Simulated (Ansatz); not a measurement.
# BrH₅SSn (built from SMILES Br.[SH][SnH3]): a barrier at many levels of theory

How high is the barrier of this step (Sn1–Br7 formed, S2–H6 formed, Sn1–S2 broken, H6–Br7 broken), and how far do cheaper methods land from CCSD(T)?

Computed with Ansatz 0.2.0, Gaussian basis. Level: single points in def2-TZVPP on PBE0-D4/def2-TZVP structures.

Levels: SPW92, PBE-D4, BLYP-D4, r2SCAN-D4, B97M-V, PBE0-D4, B3LYP-D4, r2SCAN0-D4, BHLYP-D4, CAM-B3LYP-D4, wB97X-V, wB97M-V, B2PLYP, PBE-QIDH, RPA on PBE, Hartree-Fock, MP2, CCSD, CCSD(T). The reference is CCSD(T) at the basis limit, from triple and quadruple zeta. Zero-point energies come from PBE0-D4 vibrations.

Cores are frozen in the correlated methods. Filled d shells of the heavier atoms are correlated. Core potentials replace the inner electrons past krypton, and spin-orbit coupling is left out. B3LYP uses VWN-RPA correlation. B2PLYP carries no dispersion term here.

81 further runs of the same task are left out: 1 that didn't finish, 80 set aside as unsound or not needed.

**1. The three structures**

Charge 0, multiplicity 1. The folders r, ts and p hold the start, the saddle and the end; their coordinates stand in the first inputs.

| pair | r (Å) | ts (Å) | p (Å) |
| --- | --- | --- | --- |
| Sn1–Br7 | 4.234 | 2.933 | 2.496 |
| S2–H6 | 2.266 | 1.443 | 1.344 |
| Sn1–S2 | 2.427 | 2.658 | 3.879 |
| H6–Br7 | 1.453 | 1.986 | 2.948 |

**2. SPW92/def2-TZVPP**

File r/in.yaml:

```yaml
crystal:
  periodic: [false, false, false]
  atoms:
    - {symbol: Sn, position_ang: [-0.749538, -0.990068, 0.060107]}
    - {symbol: S, position_ang: [1.324463, -0.076058, 0.928042]}
    - {symbol: H, position_ang: [-0.282625, -1.784248, -1.365435]}
    - {symbol: H, position_ang: [-1.369224, -2.072814, 1.219523]}
    - {symbol: H, position_ang: [-1.815334, 0.304018, -0.217126]}
    - {symbol: H, position_ang: [1.226541, 1.510879, -0.687035]}
    - {symbol: Br, position_ang: [0.950608, 2.418956, -1.787291]}
    - {symbol: H, position_ang: [0.715109, 0.689337, 1.849115]}
basis:
  gaussian: {orbitals: def2-TZVPP}
hamiltonian: {xc: lda}
```

File ts/in.yaml:

```yaml
crystal:
  periodic: [false, false, false]
  atoms:
    - {symbol: Sn, position_ang: [-0.734411, -0.662527, -0.277078]}
    - {symbol: S, position_ang: [1.453209, 0.086690, 1.034640]}
    - {symbol: H, position_ang: [-0.328605, -1.533680, -1.670828]}
    - {symbol: H, position_ang: [-0.950469, -1.818669, 0.992457]}
    - {symbol: H, position_ang: [-2.078293, 0.367660, -0.186017]}
    - {symbol: H, position_ang: [1.430400, 1.030864, -0.056805]}
    - {symbol: Br, position_ang: [0.450992, 1.624196, -1.679287]}
    - {symbol: H, position_ang: [0.757177, 0.905467, 1.842819]}
basis:
  gaussian: {orbitals: def2-TZVPP}
hamiltonian: {xc: lda}
```

File p/in.yaml:

```yaml
crystal:
  periodic: [false, false, false]
  atoms:
    - {symbol: Sn, position_ang: [-1.226448, -0.479301, -0.635004]}
    - {symbol: S, position_ang: [2.200415, -0.103194, 1.144071]}
    - {symbol: H, position_ang: [-0.082179, -1.593193, -1.207908]}
    - {symbol: H, position_ang: [-1.416895, -0.486258, 1.051484]}
    - {symbol: H, position_ang: [-2.718645, -0.616798, -1.445382]}
    - {symbol: H, position_ang: [1.988327, 0.855376, 0.226598]}
    - {symbol: Br, position_ang: [-0.386399, 1.789016, -1.249645]}
    - {symbol: H, position_ang: [1.641824, 0.634352, 2.115686]}
basis:
  gaussian: {orbitals: def2-TZVPP}
hamiltonian: {xc: lda}
```

One command serves all of them, each in its own folder.

The run is started by

```console
> ansatz run in.yaml --threads 4 --pin off --events-out ev --progress --plain --max-ram 9574MiB
```

After this run come: PBE-D4/def2-TZVPP; BLYP-D4/def2-TZVPP; r2SCAN-D4/def2-TZVPP; B97M-V/def2-TZVPP; PBE0-D4/def2-TZVPP; B3LYP-D4/def2-TZVPP; r2SCAN0-D4/def2-TZVPP; BHLYP-D4/def2-TZVPP; CAM-B3LYP-D4/def2-TZVPP; wB97X-V/def2-TZVPP; wB97M-V/def2-TZVPP; B2PLYP/def2-TZVPP; PBE-QIDH/def2-TZVPP; RPA on PBE/def2-TZVPP; CCSD(T)/def2-TZVPP; MP2/def2-QZVPP; SPW92/def2-SVP; PBE-D4/def2-SVP; PBE0-D4/def2-SVP; wB97M-V/def2-SVP; CCSD(T)/def2-SVP; Vibrations of the start structure; Vibrations of the end structure.

Before running it: what results should come out? Wanted: barrier, CCSD(T)/CBS; reverse barrier, CCSD(T)/CBS; step energy, CCSD(T)/CBS; barrier with zero-point energy; step energy with zero-point energy; imaginary mode at the saddle; largest T1 diagnostic.

As calculated:

| quantity | value |
| --- | --- |
| barrier, CCSD(T)/CBS | 0.705 eV |
| reverse barrier, CCSD(T)/CBS | 1.157 eV |
| step energy, CCSD(T)/CBS | -0.452 eV |
| barrier with zero-point energy | 0.707 eV |
| step energy with zero-point energy | -0.437 eV |
| imaginary mode at the saddle | 196i cm⁻¹ |
| largest T1 diagnostic | 0.012 |

In words: Among the functionals PBE-QIDH lands nearest to CCSD(T)/CBS (+0.012 eV) and SPW92 farthest (-0.313 eV). Mean unsigned error by rung: LDA 0.313, GGA 0.168, meta-GGA 0.090, hybrid 0.064, range-separated hybrid 0.039, double hybrid 0.025 eV. PBE-D4 gives a barrier 0.202 eV too low, outside chemical accuracy (1 kcal/mol, 0.043 eV). Every functional without exact exchange puts the barrier too low, the usual mark of self-interaction error, which favours the spread-out density of a saddle. The barrier rises with the share of exact exchange, from BLYP-D4 through B3LYP-D4 to BHLYP-D4 (-0.133, -0.050, +0.043 eV). Hartree-Fock, with no correlation, is off by +0.317 eV.
